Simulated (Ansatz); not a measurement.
# AlH7SSi2: the cost of one run

Program: Ansatz 0.2.0. Level of theory: RKS PBE-D4/6-31G. These are calculated values, not measurements.

**1. Starting point**

Bond lengths: Al1–Si2 2.298 Å, Si2–Si3 2.207 Å, Si2–S4 2.082 Å, Al1–H5 1.656 Å, Al1–H6 1.620 Å, Si2–H7 1.486 Å, Si3–H8 1.488 Å, Si3–H9 1.491 Å, Si3–H10 1.499 Å, S4–H11 1.362 Å. Angles (14 of 16 angles, heavy atoms first): Al1–Si2–Si3 108.3°, Al1–Si2–S4 111.5°, Si3–Si2–S4 108.8°, Al1–Si2–H7 109.6°, Si3–Si2–H7 109.1°, S4–Si2–H7 109.5°, Si2–Al1–H5 120.4°, Si2–Al1–H6 123.0°, Si2–Si3–H8 110.4°, Si2–Si3–H9 112.1°, Si2–Si3–H10 110.7°, Si2–S4–H11 96.0°, H5–Al1–H6 116.6°, H8–Si3–H9 110.5°.

Coordinates:

```xyz
11

Al   -0.9707    1.8663   -0.7071
Si   -0.0269   -0.2292   -0.6843
Si    1.0138   -0.4978    1.2428
S    -1.4698   -1.7172   -0.8802
H    -1.8595    2.3709   -2.0103
H    -0.8530    2.9009    0.5343
H     0.9594   -0.3450   -1.7902
H     1.7020   -1.8164    1.2825
H     0.0890   -0.3561    2.4038
H     2.0885    0.5331    1.4122
H    -0.6075   -2.7664   -0.7830
```

**2. Relaxing the start**

The input, input.yaml:

```yaml
crystal:
  periodic: [false, false, false]
  atoms:
    - { symbol: Al, position_ang: [-0.9707, 1.8663, -0.7071] }
    - { symbol: Si, position_ang: [-0.0269, -0.2292, -0.6843] }
    - { symbol: Si, position_ang: [1.0138, -0.4978, 1.2428] }
    - { symbol: S, position_ang: [-1.4698, -1.7172, -0.8802] }
    - { symbol: H, position_ang: [-1.8595, 2.3709, -2.0103] }
    - { symbol: H, position_ang: [-0.853, 2.9009, 0.5343] }
    - { symbol: H, position_ang: [0.9594, -0.345, -1.7902] }
    - { symbol: H, position_ang: [1.702, -1.8164, 1.2825] }
    - { symbol: H, position_ang: [0.089, -0.3561, 2.4038] }
    - { symbol: H, position_ang: [2.0885, 0.5331, 1.4122] }
    - { symbol: H, position_ang: [-0.6075, -2.7664, -0.783] }
basis:
  gaussian: { orbitals: "6-31G" }
hamiltonian:
  xc: pbe
  dispersion: d4
relax:
  f_tol: 0.02
  max_steps: 40
```

Run with:

```sh
ansatz run input.yaml --threads 1 --pin off --max-ram 2048MiB --backend cpu --events-out ev --progress --plain --runs-dir out
```

What time and memory should one allow on 1 thread of Arm Neoverse N1, shared host?

About 2.9 min, with a peak of 0.14 GiB.
